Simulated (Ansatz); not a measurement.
# C3H7FOSi: one species, many methods

Aim: compute C3H7FOSi with functionals from several rungs and with coupled cluster, and see how far each lands from CCSD(T) at the basis-set limit for the atomisation energy.

Computed with Ansatz 0.2.0, Gaussian basis. Level: functionals in def2-TZVPP, the program's frozen cores in correlated methods.

Levels to be run: PBE-D4, r2SCAN-D4, PBE0-D4, B3LYP-D4, ωB97X-V, ωB97M-V, B2PLYP; CCSD(T)/def2-TZVPP; MP2/def2-QZVPP; extrapolation to the limit.

## (1) The relaxed structure

All runs share one geometry, relaxed beforehand with PBE0-D4 in a triple-zeta def2 set.

SMILES `C=C[SiH](F)OC`, 13 atoms, charge 0, spin multiplicity 1.

Atoms are counted from 1 here; the program's logs count them from 0.

Bond lengths: C1–C2 1.331 Å, C1–H7 1.086 Å, C1–H8 1.087 Å, C2–Si3 1.850 Å, C2–H9 1.089 Å, Si3–F4 1.601 Å, Si3–O5 1.626 Å, Si3–H10 1.476 Å, O5–C6 1.412 Å, C6–H11 1.093 Å, C6–H12 1.091 Å, C6–H13 1.095 Å. Angles: C2–C1–H7 122.4°, C2–C1–H8 121.6°, H7–C1–H8 116.0°, C1–C2–Si3 122.5°, C1–C2–H9 118.3°, Si3–C2–H9 119.2°, C2–Si3–F4 106.8°, C2–Si3–O5 111.8°, C2–Si3–H10 114.1°, F4–Si3–O5 110.5°, F4–Si3–H10 107.5°, O5–Si3–H10 106.0°, Si3–O5–C6 125.8°, O5–C6–H11 110.6°, O5–C6–H12 108.2°, O5–C6–H13 111.8°, H11–C6–H12 108.8°, H11–C6–H13 108.7° and more.

## (2) PBE-D4 (GGA)

Input file in.yaml:

```yaml
crystal:
  periodic: [false, false, false]
  atoms:
    - {symbol: C, position_ang: [1.481146, 0.766884, -1.082911]}
    - {symbol: C, position_ang: [0.207130, 0.616462, -1.437298]}
    - {symbol: Si, position_ang: [-0.885207, -0.676796, -0.690632]}
    - {symbol: F, position_ang: [-2.352584, -0.043789, -0.592085]}
    - {symbol: O, position_ang: [-0.362383, -1.134735, 0.779244]}
    - {symbol: C, position_ang: [-0.260471, -0.302724, 1.915857]}
    - {symbol: H, position_ang: [2.126472, 1.513944, -1.536570]}
    - {symbol: H, position_ang: [1.937706, 0.142381, -0.319551]}
    - {symbol: H, position_ang: [-0.194732, 1.269025, -2.211043]}
    - {symbol: H, position_ang: [-0.989294, -1.913675, -1.490028]}
    - {symbol: H, position_ang: [-1.243972, -0.146745, 2.367569]}
    - {symbol: H, position_ang: [0.385255, -0.797596, 2.642832]}
    - {symbol: H, position_ang: [0.171231, 0.672762, 1.669213]}
basis:
  gaussian: {orbitals: def2-TZVPP}
hamiltonian: {xc: pbe, dispersion: d4}
output: {forces: true, orbitals: {seedname: orbitals}}
```

Started as:

```sh
> ansatz run in.yaml --threads 2 --pin off --events-out ev --progress --plain --max-ram 32768MiB --backend cuda --devices 0, --max-vram 18GiB
```

After this run come: r2SCAN-D4 (meta-GGA); PBE0-D4 (hybrid); B3LYP-D4 (hybrid); ωB97X-V (range-separated); ωB97M-V (range-separated); B2PLYP (double hybrid); CCSD(T) in def2-TZVPP; MP2 in def2-QZVPP.

Before running them: what should the planned runs give, taken together? Wanted: atomisation energy, CCSD(T)/CBS; farthest; mean size of error, hybrid; mean size of error, range-separated; gap, smallest and largest; T1 diagnostic; triples share of the correlation energy.

As calculated:

| quantity | value |
| --- | --- |
| atomisation energy, CCSD(T)/CBS | 5273.9 kJ/mol |
| functionals within 26.4 kJ/mol (0.5 %) | r2SCAN-D4, PBE0-D4, B3LYP-D4, ωB97X-V, ωB97M-V |
| farthest | PBE-D4 (+74.3 kJ/mol) |
| mean size of error, hybrid | 16.0 kJ/mol |
| mean size of error, range-separated | 3.3 kJ/mol |
| gap, smallest and largest | 5.07 eV (PBE-D4), 12.06 eV (ωB97X-V) |
| T1 diagnostic | 0.0115 |
| triples share of the correlation energy | 3.6 % |

**Reading.** PBE-D4 is off by +74.3 kJ/mol. Double hybrids carry the basis error of their MP2 part in triple zeta, and no dispersion term here, so their miss is partly the set-up's. The reference freezes the cores and leaves out relativity and excitations past (T), so misses under about 26.4 kJ/mol can't be ranked. Hartree-Fock recovers 74 % of the binding; the rest is correlation. Orbital gaps span 5.1 to 12.1 eV; exact exchange widens them.
